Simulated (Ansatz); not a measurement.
# Alloy of GaN and ZnO (33 of 48 Ga sites, 33 of 48 N sites exchanged), 96 atoms, part 3 of 3

Ansatz 0.2.0, PAW. Earlier steps stand in the parts before.

### 4 Single point with r²SCAN

File in.yaml:

```yaml
crystal:
  lattice:
    - [9.741571, 0.000000, 0.000000]
    - [0.000000, 11.164061, 0.000000]
    - [0.000000, 0.000000, 10.454113]
  atoms:
    - { symbol: Zn, position: [0.170368, 0.086522, 0.243665] }
    - { symbol: Zn, position: [0.997368, 0.334655, 0.762679] }
    - { symbol: Zn, position: [0.507398, 0.074729, 0.246955] }
    - { symbol: Zn, position: [0.497115, 0.081290, 0.747331] }
    - { symbol: Zn, position: [0.159496, 0.584477, 0.241669] }
    - { symbol: Zn, position: [0.157837, 0.583695, 0.753767] }
    - { symbol: Zn, position: [0.003345, 0.828416, 0.248930] }
    - { symbol: Zn, position: [0.000341, 0.829314, 0.753328] }
    - { symbol: Zn, position: [0.824181, 0.085985, 0.754394] }
    - { symbol: Zn, position: [0.655484, 0.324863, 0.236694] }
    - { symbol: Zn, position: [0.671622, 0.323607, 0.761612] }
    - { symbol: Zn, position: [0.498999, 0.581538, 0.236082] }
    - { symbol: Zn, position: [0.335293, 0.834955, 0.242916] }
    - { symbol: Zn, position: [0.340408, 0.843021, 0.756770] }
    - { symbol: Zn, position: [0.838655, 0.584376, 0.244476] }
    - { symbol: Zn, position: [0.662771, 0.838810, 0.242274] }
    - { symbol: Zn, position: [0.999205, 0.174436, 0.003364] }
    - { symbol: Zn, position: [0.342261, 0.165058, 0.500775] }
    - { symbol: Zn, position: [0.351408, 0.176108, 0.990003] }
    - { symbol: Zn, position: [0.168175, 0.411721, 0.992675] }
    - { symbol: Zn, position: [0.993487, 0.669240, 0.507221] }
    - { symbol: Zn, position: [0.651337, 0.161194, 0.489537] }
    - { symbol: Zn, position: [0.657838, 0.171196, 0.002881] }
    - { symbol: Zn, position: [0.500425, 0.417607, 0.003581] }
    - { symbol: Zn, position: [0.337394, 0.667554, 0.003278] }
    - { symbol: Zn, position: [0.165701, 0.916801, 0.502147] }
    - { symbol: Zn, position: [0.166206, 0.921268, 0.003878] }
    - { symbol: Zn, position: [0.827402, 0.418662, 0.496717] }
    - { symbol: Zn, position: [0.829164, 0.397067, 0.000727] }
    - { symbol: Zn, position: [0.670161, 0.666738, 0.497668] }
    - { symbol: Zn, position: [0.486135, 0.932397, 0.009879] }
    - { symbol: Zn, position: [0.833573, 0.915805, 0.499146] }
    - { symbol: Zn, position: [0.832764, 0.922111, 0.004471] }
    - { symbol: Ga, position: [0.173176, 0.088461, 0.751390] }
    - { symbol: Ga, position: [0.999230, 0.326290, 0.238897] }
    - { symbol: Ga, position: [0.340192, 0.332719, 0.248497] }
    - { symbol: Ga, position: [0.331604, 0.326174, 0.756909] }
    - { symbol: Ga, position: [0.833631, 0.088975, 0.242232] }
    - { symbol: Ga, position: [0.497890, 0.578701, 0.757151] }
    - { symbol: Ga, position: [0.841777, 0.582045, 0.750956] }
    - { symbol: Ga, position: [0.663005, 0.836844, 0.750713] }
    - { symbol: Ga, position: [0.003401, 0.162781, 0.496747] }
    - { symbol: Ga, position: [0.174477, 0.412063, 0.498799] }
    - { symbol: Ga, position: [0.001948, 0.670312, 0.005687] }
    - { symbol: Ga, position: [0.493653, 0.413615, 0.490263] }
    - { symbol: Ga, position: [0.332295, 0.662828, 0.502864] }
    - { symbol: Ga, position: [0.662068, 0.665589, 0.995362] }
    - { symbol: Ga, position: [0.502257, 0.918524, 0.500482] }
    - { symbol: N, position: [0.999983, 0.165019, 0.197376] }
    - { symbol: N, position: [0.326000, 0.170765, 0.687252] }
    - { symbol: N, position: [0.998607, 0.666439, 0.183791] }
    - { symbol: N, position: [0.995113, 0.664850, 0.691998] }
    - { symbol: N, position: [0.672632, 0.159992, 0.192783] }
    - { symbol: N, position: [0.494887, 0.416966, 0.196214] }
    - { symbol: N, position: [0.497778, 0.908248, 0.188656] }
    - { symbol: N, position: [0.506318, 0.905385, 0.681358] }
    - { symbol: N, position: [0.000598, 0.339245, 0.943475] }
    - { symbol: N, position: [0.492747, 0.071721, 0.435008] }
    - { symbol: N, position: [0.504822, 0.081548, 0.929995] }
    - { symbol: N, position: [0.331293, 0.336572, 0.434902] }
    - { symbol: N, position: [0.334103, 0.344246, 0.932079] }
    - { symbol: N, position: [0.662048, 0.338015, 0.939329] }
    - { symbol: N, position: [0.503042, 0.592170, 0.933502] }
    - { symbol: O, position: [0.004001, 0.162631, 0.678069] }
    - { symbol: O, position: [0.332091, 0.175145, 0.187592] }
    - { symbol: O, position: [0.164278, 0.408249, 0.204199] }
    - { symbol: O, position: [0.171012, 0.414162, 0.678740] }
    - { symbol: O, position: [0.672992, 0.169727, 0.675674] }
    - { symbol: O, position: [0.487576, 0.424715, 0.676394] }
    - { symbol: O, position: [0.328573, 0.663918, 0.195756] }
    - { symbol: O, position: [0.338907, 0.656851, 0.683757] }
    - { symbol: O, position: [0.166005, 0.918301, 0.193002] }
    - { symbol: O, position: [0.163342, 0.925366, 0.693731] }
    - { symbol: O, position: [0.840780, 0.411890, 0.205657] }
    - { symbol: O, position: [0.833816, 0.424714, 0.685545] }
    - { symbol: O, position: [0.670270, 0.665571, 0.175792] }
    - { symbol: O, position: [0.668080, 0.659799, 0.695201] }
    - { symbol: O, position: [0.838186, 0.922547, 0.196563] }
    - { symbol: O, position: [0.825799, 0.911740, 0.691035] }
    - { symbol: O, position: [0.158975, 0.083565, 0.442078] }
    - { symbol: O, position: [0.161168, 0.082385, 0.929076] }
    - { symbol: O, position: [0.007462, 0.330550, 0.442010] }
    - { symbol: O, position: [0.173478, 0.578572, 0.447585] }
    - { symbol: O, position: [0.159369, 0.592897, 0.942223] }
    - { symbol: O, position: [0.000924, 0.834346, 0.441435] }
    - { symbol: O, position: [0.998379, 0.830057, 0.944264] }
    - { symbol: O, position: [0.843567, 0.087248, 0.437889] }
    - { symbol: O, position: [0.840674, 0.080216, 0.935895] }
    - { symbol: O, position: [0.657957, 0.340031, 0.447649] }
    - { symbol: O, position: [0.494430, 0.583843, 0.450090] }
    - { symbol: O, position: [0.333753, 0.821884, 0.450657] }
    - { symbol: O, position: [0.322963, 0.832240, 0.938588] }
    - { symbol: O, position: [0.831091, 0.583929, 0.436263] }
    - { symbol: O, position: [0.834282, 0.597718, 0.934410] }
    - { symbol: O, position: [0.664699, 0.831871, 0.440781] }
    - { symbol: O, position: [0.680938, 0.823085, 0.928970] }
kpoints:
  mp_grid: { grid: [1, 1, 1] }
hamiltonian:
  xc: r2scan
scf:
  occupations: { method: fermi_dirac, width: 0.01 }
output:
  forces: true
  eigenvalues: true
  populations: true
  eigenstates: { kpoints: [[0, 0, 0]], e_range: [-6.0, 6.0], localisation: true }
  write_density: true
  write_potential: true
  elf: true
  volumetric_format: npy
```

Command:

```bash
$ ansatz run in.yaml --threads 4 --pin off --max-ram 42750MiB --runs-dir r --events-out ev --progress --plain --backend cuda --devices 0, --max-vram 37GiB
```

What it wrote, shortened:

```text
Pseudopotentials: kind: paw
Functional definition: r2SCAN
[...]
Crystal: 96 atoms, lattice volume = 1136.942 Å³
Basis set: ecut = 500 eV, 28829 PW (Γ), exchange–correlation on 288×360×320 points (64 copies of the dense FFT grid, shifted against one another)
Bands: 528, of which v1, the nominal top of the filled ones, is band 432 counted from 1 (431 counted from 0)
Symmetry: 1 space group operations
[...]
[... 4 atoms left out ...]
  atom  29  Zn     0.02493345     0.24311642     0.30010133
[... 7 atoms left out ...]
  atom  37  Ga    -0.00320489    -0.04296467    -0.25682146
[... 12 atoms left out ...]
  atom  50  N     -0.12772574     0.13058025     0.19716146
[...]
[... 45 atoms left out ...]
[...]
--- Band table (eV) ---
[... band rows left out ...]
--- Löwdin populations: 96 sites ---
  site symbol       q [e]
     0     Zn     10.5218
     1     Zn     10.5671
[... 94 atoms left out ...]
  spilling = 0.007189 (of n_electrons = 864.000000)
```

Run time: 13 s. Hardware: 1 × NVIDIA H100 80GB HBM3 with 4 threads of AMD EPYC 7R13, shared host; peak host memory 3.3 GiB.

Some levels are filled in part, so no gap can be read from this run.

The largest force by r²SCAN is 0.39 eV/Å, on Zn29: the geometry is not this level's minimum.

Density in a lattice plane of the grid's cell (edges 11.16 and 10.45 Å, at 0.000 of the third edge), which holds Zn and Ga and N and O.

Ten even steps from ' ' (0.02 e/Å³) to '@' (46.54 e/Å³):
```
                                        ..      
                                                
                                                
              ..**..                  ..==      
                ..                      ::      
        ..                                      
                                                
                                                
      ..@@..                    %%..            
                ..                      ..      
                                                
                                                
                ..                      --      
              ::**                    ..--      
                                                
                                                
                                                
        %%::                    @@::            
```
Columns run along the first of these edges and rows up along the second, over one cell in 24 and 18 even steps from the bottom left corner. Atoms in the plane (fractional): Zn at (0.33, 0.76), Zn at (0.83, 0.25), Zn at (0.83, 0.75), Zn at (0.17, 0.00), Zn at (0.67, 0.51), Ga at (0.33, 0.24), Ga at (0.16, 0.50), Ga at (0.67, 0.01), N at (0.17, 0.20), N at (0.67, 0.18), N at (0.66, 0.69), N at (0.34, 0.94), O at (0.16, 0.68), O at (0.33, 0.44), O at (0.83, 0.44), O at (0.83, 0.94).

ELF in the same plane.

Values, 12 rows by 12 columns:
```
0.02 0.06 0.18 0.51 0.40 0.70 0.02 0.07 0.16 0.58 0.61 0.49
0.01 0.02 0.03 0.16 0.16 0.19 0.03 0.06 0.09 0.10 0.13 0.09
0.02 0.35 0.73 0.12 0.00 0.16 0.05 0.56 0.76 0.21 0.00 0.14
0.02 0.67 0.35 0.53 0.14 0.06 0.02 0.65 0.40 0.58 0.19 0.06
0.02 0.18 0.35 0.13 0.05 0.03 0.02 0.19 0.19 0.14 0.06 0.04
0.03 0.18 0.16 0.25 0.80 0.38 0.03 0.16 0.00 0.14 0.80 0.42
0.02 0.10 0.18 0.56 0.60 0.52 0.01 0.06 0.16 0.50 0.57 0.58
0.01 0.05 0.13 0.11 0.17 0.09 0.02 0.04 0.06 0.09 0.13 0.10
0.02 0.59 0.73 0.35 0.09 0.15 0.04 0.48 0.75 0.19 0.00 0.14
0.02 0.62 0.52 0.57 0.20 0.09 0.02 0.66 0.16 0.60 0.20 0.07
0.02 0.16 0.17 0.14 0.11 0.07 0.02 0.27 0.36 0.20 0.05 0.03
0.03 0.14 0.00 0.18 0.78 0.63 0.03 0.17 0.14 0.24 0.80 0.37
```
Columns run along the first of these edges and rows up along the second, over one cell in 12 and 12 even steps from the bottom left corner. Atoms in the plane (fractional): Zn at (0.33, 0.76), Zn at (0.83, 0.25), Zn at (0.83, 0.75), Zn at (0.17, 0.00), Zn at (0.67, 0.51), Ga at (0.33, 0.24), Ga at (0.16, 0.50), Ga at (0.67, 0.01), N at (0.17, 0.20), N at (0.67, 0.18), N at (0.66, 0.69), N at (0.34, 0.94), O at (0.16, 0.68), O at (0.33, 0.44), O at (0.83, 0.44), O at (0.83, 0.94).

Both are smooth fields of the valence electrons: close to the nuclei they are not physical.

The highest ELF values outside the cores: 0.86 on the N–Zn line, 0.7 Å from N; 0.86 on the N–Ga line, 0.7 Å from N; 0.86 in the shell around N, 0.6 Å from N.

### 5 Summary of results

This closing draws on all 3 parts. Changes of volume or cell count from the first structure of part 1.

```
             level        time   k points  top filled to lowest empty (eV)
PBEsol, relaxation  25 s (GPU)  (¼, ¼, ¼)                             0.67
             HSE06  65 s (GPU)          Γ                             0.48
            r²SCAN  13 s (GPU)          Γ                             none
```

```
     quantity                                                                        value
   relaxation                                            10 recorded steps, 8.69 eV gained
largest shift                                                                0.27 Å (Zn19)
 relaxed cell  a = 9.742 Å, b = 11.164 Å, c = 10.454 Å, α = 90.00°, β = 90.00°, γ = 90.00°
   mean bonds                             Ga–N 1.869, Ga–O 1.933, N–Zn 1.941, O–Zn 2.031 Å
```

**What this shows.** Relaxation gains 8.69 eV, with shifts up to 0.27 Å (Zn19), while the volume changes by +1.6 %. The mean lengths of the listed bonds run from Ga–N 1.87 Å to O–Zn 2.03 Å. The relaxation ran on other k points, so part of any difference from the later rows can come from the mesh. The price of HSE06 is about 5.1 times the time of r²SCAN here. r²SCAN leaves levels partly filled (a spacing under the smearing width does that too), while HSE06 opens a spacing of 0.48 eV. With one k point the spacing samples only the states that fold onto it, so it can exceed the gap over the zone.
